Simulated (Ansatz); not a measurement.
# B₂H₄O with the probe K+: a probe moved round a molecule

Aim: map the energy of B₂H₄O (SMILES BBO) with the probe K+ over two coordinates, and find its wells, ridges and stiffness.

Method: RKS PBE0-D4/def2-TZVP; program: Ansatz 0.2.0.

### 1 Where the work starts

SMILES `BBO`, 7 atoms, charge 0, spin multiplicity 1.

Atoms are counted from 1 here; the program's logs count them from 0.

Bond lengths: B1–B2 1.677 Å, B1–H4 1.221 Å, B1–H5 1.221 Å, B2–O3 1.365 Å, B2–H6 1.238 Å, O3–H7 0.975 Å. Angles: B2–B1–H4 122.1°, B2–B1–H5 122.2°, H4–B1–H5 115.3°, B1–B2–O3 125.7°, B1–B2–H6 115.1°, O3–B2–H6 119.1°, B2–O3–H7 112.3°.

As a file:

```xyz
7
charge 0, multiplicity 1
B    -1.00520    0.18028   -0.64916
B     0.34020    0.00970    0.33702
O     1.42650   -0.77399    0.07473
H    -2.00729   -0.50272   -0.50510
H    -1.09970    1.07928   -1.47029
H     0.31030    0.66675    1.38581
H     2.09638   -0.72740    0.78140
```

This geometry comes from a loose relaxation at PBE in a small basis, which is not shown.

### 2 Relaxing the molecule

File input.yaml:

```yaml
crystal:
  periodic: [false, false, false]
  atoms:
    - { symbol: B, position_ang: [-1.005203, 0.180277, -0.649161] }
    - { symbol: B, position_ang: [0.340203, 0.009704, 0.337021] }
    - { symbol: O, position_ang: [1.426503, -0.773995, 0.074731] }
    - { symbol: H, position_ang: [-2.007286, -0.502721, -0.505099] }
    - { symbol: H, position_ang: [-1.099701, 1.079281, -1.470294] }
    - { symbol: H, position_ang: [0.310305, 0.666749, 1.385806] }
    - { symbol: H, position_ang: [2.096378, -0.727395, 0.781396] }
basis:
  gaussian: { orbitals: def2-TZVP }
hamiltonian:
  xc: pbe0
  dispersion: d4
output:
  forces: true
relax:
  f_tol: 0.003
  max_steps: 120
```

Command:

```sh
ansatz run input.yaml --threads 1 --pin off --max-ram 2560MiB --backend cpu --events-out ev --progress --plain --runs-dir out
```

What it wrote, cut to the lines that bear on the results:

```text
Warning: RAYON_NUM_THREADS=1 ignored (pool sized by the plan → 1); use --threads N
[...]
Functional definition: PBE0
[...]
665 factors; their error is unknown
[...]
mean field -3461.57791837 eV, -127.2106421585 hartree, gradient 3.9e-5 eV, S^2 0.000000; 0 other end points of the search recorded, 0 dependent functions left out
[...]
reference -3461.57794883 eV, -127.2106432775 hartree; 11, 11 occupied and 106, 106 virtual orbitals, 665 factors
relax step   1: F+E_penalty+E_count = -3461.63779340 eV  Δ(F+E_penalty+E_count) = +0.000e0 eV  max|allowed force component| = 6.186e-1 eV/Å  Δτ_max = 0.0000 Å  (24 SCF iters, accepted)
[...]
relax step   6: F+E_penalty+E_count = -3461.66422407 eV  Δ(F+E_penalty+E_count) = -1.271e-5 eV  max|allowed force component| = 4.698e-3 eV/Å  Δτ_max = 0.0017 Å  (31 SCF iters, accepted)
[...]
relax step   7: F+E_penalty+E_count = -3461.66422518 eV  Δ(F+E_penalty+E_count) = -1.118e-6 eV  max|allowed force component| = 7.807e-4 eV/Å  Δτ_max = 0.0007 Å  (31 SCF iters, accepted)
665 factors; their error is unknown
[...]
mean field -3461.60413301 eV, -127.2116055284 hartree, gradient 2.6e-5 eV, S^2 0.000000; 1 other end points of the search recorded, 0 dependent functions left out
[...]
reference -3461.60416333 eV, -127.2116066428 hartree; 11, 11 occupied and 106, 106 virtual orbitals, 665 factors
Total energy: -3461.66425551 eV, -127.2138149896 hartree
Atom 0 at    -1.002976     0.182963    -0.642451 Å, force     0.000162    -0.000163    -0.000025 eV/Å
Atom 1 at     0.324457     0.033317     0.361027 Å, force    -0.000323     0.000599     0.000271 eV/Å
Atom 2 at     1.391508    -0.754621     0.073451 Å, force     0.000643    -0.000781    -0.000415 eV/Å
Atom 3 at    -1.975313    -0.508456    -0.517268 Å, force     0.000055     0.000037     0.000080 eV/Å
Atom 4 at    -1.080951     1.049901    -1.467987 Å, force     0.000089    -0.000016     0.000076 eV/Å
Atom 5 at     0.330533     0.663077     1.398787 Å, force    -0.000194     0.000058     0.000145 eV/Å
Atom 6 at     2.073941    -0.734281     0.748839 Å, force    -0.000433     0.000266    -0.000131 eV/Å
Dipole moment:     0.211173     0.019542     0.230714 e Å
```

Run time: 23 s. Hardware: 1 thread of Intel Xeon Platinum 8375C at 2.90GHz (Ice Lake), shared host; peak memory 0.18 GiB.

Along the way:

```csv
step,energy from step 1 (eV),largest force component (eV/Å)
1,0.0000,0.6186
2,-0.0230,0.1913
3,-0.0252,0.1015
4,-0.0261,0.0440
5,-0.0264,0.0192
6,-0.0264,0.0047
7,-0.0264,0.0008
```

Close pairs (by a distance rule), those that changed most:

```csv
bond,before (Å),after (Å),change (Å)
B2–H6,1.238,1.214,-0.024
B1–H4,1.221,1.200,-0.022
B1–H5,1.221,1.200,-0.022
O3–H7,0.975,0.960,-0.014
B2–O3,1.365,1.357,-0.008
B1–B2,1.677,1.671,-0.006
```

### 3 The part K+ alone, at the geometry typed

File input.yaml:

```yaml
crystal:
  periodic: [false, false, false]
  atoms:
    - { symbol: K, position_ang: [0.0, 0.0, 0.0] }
total_charge: 1
basis:
  gaussian: { orbitals: def2-TZVP }
hamiltonian:
  xc: pbe0
```

Command:

```sh
ansatz run input.yaml --threads 1 --pin off --max-ram 2560MiB --backend cpu --events-out ev --progress --plain --runs-dir out
```

What it wrote:

```text
Warning: RAYON_NUM_THREADS=1 ignored (pool sized by the plan → 1); use --threads N
Engine: ansatz 0.2.0, x86_64-unknown-linux-gnu
[... 1 set-up line as earlier in the session ...]
  parameter a = 0.25
  parameter kappa = 0.804
  parameter beta = 0.06672455060314922
  exchange = (1 - a)*pbe_x(kappa = kappa, mu = beta*pi^2/3) + a*exact_x
  correlation = pbe_c(beta = beta)
283 factors; their error is unknown
mean field evaluation 1: about -16315.2632 eV, gradient 1.0e0 eV
mean field evaluation 2: about -16315.2650 eV, gradient 5.2e-1 eV
mean field evaluation 4: about -16315.3563 eV, gradient 8.0e-2 eV
mean field evaluation 8: about -16315.3563 eV, gradient 8.7e-5 eV
mean field -16315.35627932 eV, -599.5782843192 hartree, gradient 8.7e-5 eV, S^2 0.000000; 0 other end points of the search recorded, 0 dependent functions left out
reference -16315.35629832 eV, -599.5782850177 hartree; 9, 9 occupied and 24, 24 virtual orbitals, 283 factors
Total energy: -16315.35629832 eV, -599.5782850177 hartree
```

Wall time 0.38 s (1 thread of Intel Xeon Platinum 8375C at 2.90GHz (Ice Lake), shared host); peak memory 0.095 GiB.

### 4 Setting up the map

The probe is moved over a plane parallel to the molecule's main plane, 3.72 Å above it (x and y are the axes of that plane, centred on the molecule).

First coordinate, x of the probe's K atom: 11 values from −3.20 Å. Second coordinate, y of the probe's K atom: 11 values from −3.20 Å.

Nothing else is relaxed (molecule and probe rigid). Energies count from molecule and probe far apart, each relaxed in its own basis (no counterpoise correction). Points are written as (first, second).

The probe K+ moves over a plane: parallel to the molecule's main plane, 3.72 Å above it. The molecule is turned into the frame of its main axes, as the inputs below show.

Of the runs on the grid, 3 are shown in the steps below; the others differ only in the two coordinates.

### 5 The run at (−0.64 Å, 2.56 Å)

File input.yaml:

```yaml
crystal:
  periodic: [false, false, false]
  atoms:
    - { symbol: B, position_ang: [1.399578, -0.200456, 0.0] }
    - { symbol: B, position_ang: [-0.130755, 0.470008, 0.0] }
    - { symbol: O, position_ang: [-1.268822, -0.269551, 0.0] }
    - { symbol: H, position_ang: [2.001029, -0.411063, -1.016401] }
    - { symbol: H, position_ang: [2.001094, -0.41095, 1.016386] }
    - { symbol: H, position_ang: [-0.224689, 1.680279, 3.7e-05] }
    - { symbol: H, position_ang: [-2.069005, 0.261472, -3.6e-05] }
    - { symbol: K, position_ang: [-0.64, 2.56, 3.72] }
total_charge: 1
basis:
  gaussian: { orbitals: def2-TZVP }
hamiltonian:
  xc: pbe0
  dispersion: d4
output:
  forces: true
```

Command:

```sh
ansatz run input.yaml --threads 1 --pin off --max-ram 2560MiB --backend cpu --events-out ev --progress --plain --runs-dir out
```

What it wrote, cut to the lines that bear on the results:

```text
Warning: RAYON_NUM_THREADS=1 ignored (pool sized by the plan → 1); use --threads N
[...]
[... 1 set-up line as earlier in the session ...]
[...]
1019 factors; their error is unknown
[...]
mean field -19776.99738057 eV, -726.7912484056 hartree, gradient 1.7e-5 eV, S^2 0.000000; 0 other end points of the search recorded, 0 dependent functions left out
[...]
reference -19776.99742494 eV, -726.7912500361 hartree; 20, 20 occupied and 130, 130 virtual orbitals, 1019 factors
Total energy: -19777.12621777 eV, -726.7959830853 hartree
Atom 0 at     1.399578    -0.200456     0.000000 Å, force     0.022742    -0.021588    -0.057927 eV/Å
Atom 1 at    -0.130755     0.470008     0.000000 Å, force     0.019192    -0.275644    -0.178492 eV/Å
Atom 2 at    -1.268822    -0.269551     0.000000 Å, force     0.109043     0.208652     0.223963 eV/Å
Atom 3 at     2.001029    -0.411063    -1.016401 Å, force    -0.055848     0.014720     0.077131 eV/Å
Atom 4 at     2.001094    -0.410950     1.016386 Å, force     0.025667     0.013827     0.042116 eV/Å
Atom 5 at    -0.224689     1.680279     0.000037 Å, force    -0.079253     0.196615     0.153889 eV/Å
Atom 6 at    -2.069005     0.261472    -0.000036 Å, force    -0.091911    -0.082418    -0.168821 eV/Å
Atom 7 at    -0.640000     2.560000     3.720000 Å, force     0.050368    -0.054165    -0.091860 eV/Å
Dipole moment:    -0.483427     1.430614     1.834750 e Å
```

It took 4.6 s on 1 thread of Intel Xeon Platinum 8375C at 2.90GHz (Ice Lake), shared host; peak memory 0.29 GiB.

That is −2.4 kcal/mol from the zero.

### 6 Grid point (2.56 Å, −1.92 Å)

Changes to input.yaml since step 5:

```diff
@@ -10,3 +10,3 @@
     - { symbol: H, position_ang: [-2.069005, 0.261472, -3.6e-05] }
-    - { symbol: K, position_ang: [-0.64, 2.56, 3.72] }
+    - { symbol: K, position_ang: [2.56, -1.92, 3.72] }
 total_charge: 1
```

Command:

```sh
ansatz run input.yaml --threads 1 --pin off --max-ram 2560MiB --backend cpu --events-out ev --progress --plain --runs-dir out
```

What it wrote, cut to the lines that bear on the results:

```text
Warning: RAYON_NUM_THREADS=1 ignored (pool sized by the plan → 1); use --threads N
[...]
[... 1 set-up line as earlier in the session ...]
[...]
1019 factors; their error is unknown
[...]
mean field -19777.17783854 eV, -726.7978801138 hartree, gradient 2.1e-5 eV, S^2 0.000000; 0 other end points of the search recorded, 0 dependent functions left out
[...]
reference -19777.17788207 eV, -726.7978817133 hartree; 20, 20 occupied and 130, 130 virtual orbitals, 1019 factors
Total energy: -19777.30018897 eV, -726.8023764091 hartree
Atom 0 at     1.399578    -0.200456     0.000000 Å, force    -0.133350     0.059832    -0.327634 eV/Å
Atom 1 at    -0.130755     0.470008     0.000000 Å, force    -0.335778     0.038777    -0.013213 eV/Å
Atom 2 at    -1.268822    -0.269551     0.000000 Å, force     0.299210     0.031131     0.108803 eV/Å
Atom 3 at     2.001029    -0.411063    -1.016401 Å, force     0.020124    -0.004310     0.139832 eV/Å
Atom 4 at     2.001094    -0.410950     1.016386 Å, force     0.171253    -0.141228     0.287105 eV/Å
Atom 5 at    -0.224689     1.680279     0.000037 Å, force     0.089528    -0.069763     0.005963 eV/Å
Atom 6 at    -2.069005     0.261472    -0.000036 Å, force    -0.075494     0.016028    -0.059981 eV/Å
Atom 7 at     2.560000    -1.920000     3.720000 Å, force    -0.035493     0.069531    -0.140876 eV/Å
Dipole moment:     1.037770    -0.740563     1.791220 e Å
```

Wall time 4.8 s (1 thread of Intel Xeon Platinum 8375C at 2.90GHz (Ice Lake), shared host); peak memory 0.29 GiB.

That is −6.4 kcal/mol from the zero.

### 7 Point (0.64 Å, −0.64 Å)

Changes to input.yaml since step 6:

```diff
@@ -10,3 +10,3 @@
     - { symbol: H, position_ang: [-2.069005, 0.261472, -3.6e-05] }
-    - { symbol: K, position_ang: [2.56, -1.92, 3.72] }
+    - { symbol: K, position_ang: [0.64, -0.64, 3.72] }
 total_charge: 1
```

Command:

```sh
ansatz run input.yaml --threads 1 --pin off --max-ram 2560MiB --backend cpu --events-out ev --progress --plain --runs-dir out
```

What it wrote, cut to the lines that bear on the results:

```text
Warning: RAYON_NUM_THREADS=1 ignored (pool sized by the plan → 1); use --threads N
[...]
[... 1 set-up line as earlier in the session ...]
[...]
1019 factors; their error is unknown
[...]
mean field -19777.20017136 eV, -726.7987008298 hartree, gradient 1.8e-5 eV, S^2 0.000000; 0 other end points of the search recorded, 0 dependent functions left out
[...]
reference -19777.20021531 eV, -726.7987024448 hartree; 20, 20 occupied and 130, 130 virtual orbitals, 1019 factors
Total energy: -19777.35991213 eV, -726.8045711948 hartree
Atom 0 at     1.399578    -0.200456     0.000000 Å, force    -0.142157     0.051413    -0.203627 eV/Å
Atom 1 at    -0.130755     0.470008     0.000000 Å, force    -0.186868     0.088131    -0.273047 eV/Å
Atom 2 at    -1.268822    -0.269551     0.000000 Å, force     0.197167    -0.001847     0.319926 eV/Å
Atom 3 at     2.001029    -0.411063    -1.016401 Å, force    -0.014980     0.025827     0.174951 eV/Å
Atom 4 at     2.001094    -0.410950     1.016386 Å, force     0.213251    -0.109373     0.164150 eV/Å
Atom 5 at    -0.224689     1.680279     0.000037 Å, force     0.050164    -0.057152     0.053663 eV/Å
Atom 6 at    -2.069005     0.261472    -0.000036 Å, force    -0.115743     0.018365    -0.136077 eV/Å
Atom 7 at     0.640000    -0.640000     3.720000 Å, force    -0.000835    -0.015365    -0.099938 eV/Å
Dipole moment:     0.117279    -0.105579     1.710133 e Å
```

It took 4.9 s on 1 thread of Intel Xeon Platinum 8375C at 2.90GHz (Ice Lake), shared host; peak memory 0.29 GiB.

That is −7.8 kcal/mol from the zero.

### 8 All points together

121 points were computed. Energies in kcal/mol, from molecule and probe far apart, each relaxed in its own basis (no counterpoise correction):

```tsv
y of the probe's K atom (Å) ↓, x of the probe's K atom (Å) →	−3.20	−2.56	−1.92	−1.28	−0.64	0.00	0.64	1.28	1.92	2.56	3.20
3.20	1.1	0.5	−0.2	−1.0	−1.7	−2.2	−2.4	−2.5	−2.3	−2.1	−1.9
2.56	1.0	0.3	−0.6	−1.6	−2.4	−3.1	−3.4	−3.5	−3.4	−3.1	−2.7
1.92	0.8	−0.1	−1.2	−2.3	−3.3	−4.0	−4.5	−4.7	−4.6	−4.3	−3.7
1.28	0.4	−0.7	−1.9	−3.1	−4.1	−5.0	−5.7	−6.0	−6.0	−5.6	−4.9
0.64	−0.2	−1.4	−2.8	−4.0	−5.1	−6.0	−6.7	−6.9	−6.8	−6.6	−5.9
0.00	−1.0	−2.3	−3.7	−5.0	−6.1	−6.9	−7.4	−6.8	−6.5	−6.7	−6.6
−0.64	−1.6	−3.1	−4.5	−5.7	−6.7	−7.4	−7.8	−7.1	−6.7	−6.9	−6.8
−1.28	−2.1	−3.5	−4.8	−5.9	−6.7	−7.3	−7.7	−7.6	−7.3	−7.1	−6.5
−1.92	−2.3	−3.5	−4.6	−5.5	−6.1	−6.6	−6.8	−6.9	−6.8	−6.4	−5.8
−2.56	−2.2	−3.1	−4.0	−4.7	−5.2	−5.5	−5.6	−5.7	−5.6	−5.3	−4.8
−3.20	−2.0	−2.7	−3.3	−3.8	−4.2	−4.3	−4.4	−4.5	−4.4	−4.1	−3.8
```

On the same grid, largest force on an atom (eV/Å):

```tsv
y of the probe's K atom (Å) ↓, x of the probe's K atom (Å) →	−3.20	−2.56	−1.92	−1.28	−0.64	0.00	0.64	1.28	1.92	2.56	3.20
3.20	0.23	0.23	0.24	0.27	0.32	0.35	0.37	0.38	0.37	0.36	0.34
2.56	0.30	0.30	0.30	0.30	0.33	0.36	0.39	0.41	0.41	0.39	0.37
1.92	0.40	0.40	0.38	0.36	0.36	0.38	0.41	0.43	0.43	0.42	0.39
1.28	0.51	0.52	0.50	0.45	0.41	0.39	0.41	0.44	0.45	0.44	0.41
0.64	0.61	0.64	0.63	0.56	0.47	0.41	0.41	0.44	0.45	0.45	0.43
0.00	0.69	0.74	0.72	0.64	0.52	0.43	0.40	0.42	0.44	0.46	0.43
−0.64	0.73	0.78	0.76	0.68	0.55	0.43	0.38	0.42	0.45	0.46	0.42
−1.28	0.71	0.76	0.74	0.66	0.53	0.41	0.34	0.36	0.42	0.41	0.39
−1.92	0.66	0.69	0.67	0.60	0.49	0.37	0.30	0.34	0.36	0.36	0.35
−2.56	0.58	0.60	0.58	0.51	0.42	0.33	0.26	0.29	0.32	0.32	0.29
−3.20	0.50	0.50	0.48	0.43	0.36	0.28	0.22	0.23	0.25	0.25	0.24
```

On the same grid, charge on the probe (e):

| y of the probe's K atom (Å) ↓, x of the probe's K atom (Å) → | −3.20 | −2.56 | −1.92 | −1.28 | −0.64 | 0.00 | 0.64 | 1.28 | 1.92 | 2.56 | 3.20 |
| --- | --- | --- | --- | --- | --- | --- | --- | --- | --- | --- | --- |
| 3.20 | 0.996 | 0.992 | 0.989 | 0.985 | 0.982 | 0.980 | 0.981 | 0.983 | 0.986 | 0.989 | 0.992 |
| 2.56 | 0.993 | 0.989 | 0.984 | 0.979 | 0.975 | 0.973 | 0.972 | 0.974 | 0.977 | 0.982 | 0.986 |
| 1.92 | 0.990 | 0.985 | 0.979 | 0.974 | 0.969 | 0.965 | 0.963 | 0.963 | 0.967 | 0.972 | 0.979 |
| 1.28 | 0.986 | 0.981 | 0.975 | 0.970 | 0.965 | 0.959 | 0.954 | 0.954 | 0.958 | 0.965 | 0.972 |
| 0.64 | 0.984 | 0.978 | 0.973 | 0.968 | 0.962 | 0.955 | 0.949 | 0.949 | 0.955 | 0.962 | 0.969 |
| 0.00 | 0.983 | 0.977 | 0.972 | 0.967 | 0.961 | 0.953 | 0.948 | 0.950 | 0.957 | 0.965 | 0.970 |
| −0.64 | 0.983 | 0.978 | 0.973 | 0.968 | 0.961 | 0.954 | 0.950 | 0.953 | 0.961 | 0.968 | 0.973 |
| −1.28 | 0.985 | 0.981 | 0.976 | 0.972 | 0.966 | 0.960 | 0.956 | 0.958 | 0.964 | 0.970 | 0.975 |
| −1.92 | 0.989 | 0.985 | 0.981 | 0.978 | 0.974 | 0.969 | 0.965 | 0.965 | 0.968 | 0.972 | 0.977 |
| −2.56 | 0.992 | 0.989 | 0.987 | 0.985 | 0.982 | 0.979 | 0.976 | 0.975 | 0.976 | 0.978 | 0.982 |
| −3.20 | 0.995 | 0.993 | 0.992 | 0.990 | 0.989 | 0.988 | 0.986 | 0.985 | 0.985 | 0.986 | 0.989 |

### 9 What came out

```
                       quantity                                                                               value
                   lowest point                            (0.64 Å, −0.64 Å) [nearest 1 H at 3.04 Å], −7.8 kcal/mol
         highest computed point                                    (−3.20 Å, 3.20 Å), 8.9 kcal/mol above the lowest
largest force on an atom (eV/Å)   0.22 at (0.64 Å, −3.20 Å) to 0.78 at (−2.56 Å, −0.64 Å); 0.38 at the lowest point
        charge on the probe (e)  0.948 at (0.64 Å, 0.00 Å) to 0.996 at (−3.20 Å, 3.20 Å); 0.950 at the lowest point
        time for the whole task                                                     12 min on 1 thread, shared host
```

What this shows: The lowest computed point is at (0.64 Å, −0.64 Å) [nearest 1 H at 3.04 Å], −7.8 kcal/mol from molecule and probe far apart, each relaxed in its own basis (no counterpoise correction). The grid is coarse, so the lowest point of the scanned range may lie between grid points; coordinates that were held can hide deeper minima. No other kind of well shows on this grid. The highest computed point, (−3.20 Å, 3.20 Å), lies 8.9 kcal/mol above the lowest. Near the minimum the curvatures are about 0.062 and 0.16 eV/Å² along the soft and the stiff direction. No counterpoise correction was made, so wells between separate parts tend to come out somewhat too deep.
